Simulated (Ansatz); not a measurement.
**C5H2BF7O3: one species, many methods**

An exercise on one series of results from a longer session: the logs are not shown, and one member is left open.

Program: Ansatz 0.2.0, Gaussian basis. Level of theory: functionals in def2-TZVPP, the program's frozen cores in correlated methods. These are calculated values, not measurements.

Levels to be run: LDA (SPW92), PBE-D4, revPBE-D4, BLYP-D4, r2SCAN-D4, B97M-V, PBE0-D4, B3LYP-D4, r2SCANh-D4, r2SCAN0-D4, HSE06-D4, BHLYP-D4, CAM-B3LYP-D4, LC-ωPBE, ωB97X-V, ωB97M-V, B2PLYP, PBE-QIDH; CCSD(T)/def2-SVP; CCSD(T)/def2-TZVPP; MP2/def2-QZVPP; extrapolation to the limit; RPA on PBE.

## Structure used throughout

An earlier PBE0-D4 in a triple-zeta def2 set relaxation fixed the geometry.

SMILES `O[B-]1(F)OC(C(F)(F)F)=CC(C(F)(F)F)=[O+]1`, 18 atoms, charge 0, spin multiplicity 1.

Atoms are counted from 1 here; the program's logs count them from 0.

Bond lengths: O1–B2 1.387 Å, O1–H17 0.958 Å, B2–F3 1.353 Å, B2–O4 1.545 Å, B2–O16 1.545 Å, O4–C5 1.262 Å, C5–C6 1.530 Å, C5–C10 1.384 Å, C6–F7 1.331 Å, C6–F8 1.328 Å, C6–F9 1.327 Å, C10–C11 1.384 Å, C10–H18 1.076 Å, C11–C12 1.530 Å, C11–O16 1.262 Å, C12–F13 1.331 Å, C12–F14 1.327 Å, C12–F15 1.328 Å. Angles: B2–O1–H17 112.7°, O1–B2–F3 119.0°, O1–B2–O4 108.4°, O1–B2–O16 108.4°, F3–B2–O4 107.6°, F3–B2–O16 107.6°, O4–B2–O16 105.1°, B2–O4–C5 122.6°, O4–C5–C6 113.9°, O4–C5–C10 124.7°, C6–C5–C10 121.4°, C5–C6–F7 111.1°, C5–C6–F8 109.9°, C5–C6–F9 110.1°, F7–C6–F8 108.4°, F7–C6–F9 108.5°, F8–C6–F9 108.7°, C5–C10–C11 115.5° and more.

As a file:

```tsv
atom	x (Å)	y (Å)	z (Å)
O1	1.6236	0.0833	2.1313
B2	0.3204	-0.3061	1.8610
F3	-0.4392	-0.7953	2.8677
O4	-0.4314	0.8980	1.2510
C5	-0.5127	1.0895	0.0066
C6	-1.1068	2.4464	-0.3747
F7	-1.1426	2.5996	-1.6964
F8	-2.3460	2.5454	0.0935
F9	-0.3762	3.4256	0.1424
C10	-0.1472	0.1668	-0.9576
C11	0.2353	-1.0746	-0.4806
C12	0.5135	-2.2411	-1.4300
F13	0.3958	-1.8635	-2.7009
F14	1.7438	-2.6998	-1.2400
F15	-0.3488	-3.2255	-1.2024
O16	0.3520	-1.3696	0.7405
H17	1.8636	-0.0411	3.0505
H18	-0.2346	0.3735	-2.0102
```

Set-up of the first run:

File in.yaml:

```yaml
crystal:
  periodic: [false, false, false]
  atoms:
    - {symbol: O, position_ang: [1.623639, 0.083306, 2.131329]}
    - {symbol: B, position_ang: [0.320437, -0.306147, 1.861002]}
    - {symbol: F, position_ang: [-0.439232, -0.795266, 2.867730]}
    - {symbol: O, position_ang: [-0.431438, 0.897952, 1.250955]}
    - {symbol: C, position_ang: [-0.512694, 1.089494, 0.006556]}
    - {symbol: C, position_ang: [-1.106817, 2.446393, -0.374717]}
    - {symbol: F, position_ang: [-1.142595, 2.599640, -1.696441]}
    - {symbol: F, position_ang: [-2.345986, 2.545364, 0.093545]}
    - {symbol: F, position_ang: [-0.376232, 3.425576, 0.142446]}
    - {symbol: C, position_ang: [-0.147164, 0.166753, -0.957601]}
    - {symbol: C, position_ang: [0.235288, -1.074572, -0.480623]}
    - {symbol: C, position_ang: [0.513528, -2.241144, -1.429957]}
    - {symbol: F, position_ang: [0.395758, -1.863490, -2.700860]}
    - {symbol: F, position_ang: [1.743846, -2.699780, -1.239970]}
    - {symbol: F, position_ang: [-0.348802, -3.225524, -1.202372]}
    - {symbol: O, position_ang: [0.352030, -1.369599, 0.740499]}
    - {symbol: H, position_ang: [1.863577, -0.041053, 3.050526]}
    - {symbol: H, position_ang: [-0.234642, 0.373494, -2.010248]}
basis:
  gaussian: {orbitals: def2-TZVPP}
hamiltonian: {xc: lda}
output: {orbitals: {seedname: orbitals}}
```

The run is started by

```
$ ansatz run in.yaml --threads 11 --pin off --events-out ev --progress --plain --max-ram 174080MiB --backend cuda --devices 0, --max-vram 75GiB
```

Steps of the session up to this table: LDA; PBE-D4 (GGA); revPBE-D4 (GGA); BLYP-D4 (GGA); r2SCAN-D4 (meta-GGA); B97M-V (meta-GGA); B3LYP-D4 (hybrid); r2SCANh-D4 (hybrid); r2SCAN0-D4 (hybrid); HSE06-D4 (hybrid); BHLYP-D4 (hybrid); CAM-B3LYP-D4 (range-separated); LC-ωPBE (range-separated); ωB97X-V (range-separated); ωB97M-V (range-separated); B2PLYP (double hybrid); PBE-QIDH (double hybrid).

One table of the session follows, with a row left open; its other results are not shown here.

It belongs to the step «Orbital energies across the functionals». 

| functional | HOMO (eV) | LUMO (eV) | gap (eV) |
| --- | --- | --- | --- |
| LDA (SPW92) | -7.89 | -4.65 | 3.24 |
| PBE-D4 | -7.62 | -4.32 | 3.30 |
| revPBE-D4 | -7.51 | -4.19 | 3.32 |
| BLYP-D4 | -7.52 | -4.20 | 3.32 |
| r2SCAN-D4 | -7.96 | -4.31 | 3.65 |
| B97M-V | -7.95 | -4.20 | 3.75 |
| PBE0-D4 | -8.90 | -3.60 | 5.30 |
| B3LYP-D4 | ? | ? | ? |
| r2SCANh-D4 | -8.42 | -4.03 | 4.39 |
| r2SCAN0-D4 | -9.11 | -3.59 | 5.52 |
| HSE06-D4 | -8.50 | -3.97 | 4.53 |
| BHLYP-D4 | -10.01 | -2.68 | 7.34 |
| CAM-B3LYP-D4 | -10.22 | -2.54 | 7.68 |
| LC-ωPBE | -11.46 | -1.43 | 10.02 |
| ωB97X-V | -11.13 | -1.43 | 9.70 |
| ωB97M-V | -11.04 | -1.46 | 9.58 |

Q: Estimate the row for B3LYP-D4 from the others.

Worked estimate for «HOMO (eV)». Against the share of exact exchange, BLYP-D4 (0, -7.52), BHLYP-D4 (0.5, -10.01) give a slope of -4.98 per unit share; at 0.2 the line stands at -8.52.

As computed: HOMO (eV): -8.70; LUMO (eV): -3.81; gap (eV): 4.90. In «HOMO (eV)» the line misses by +0.18.
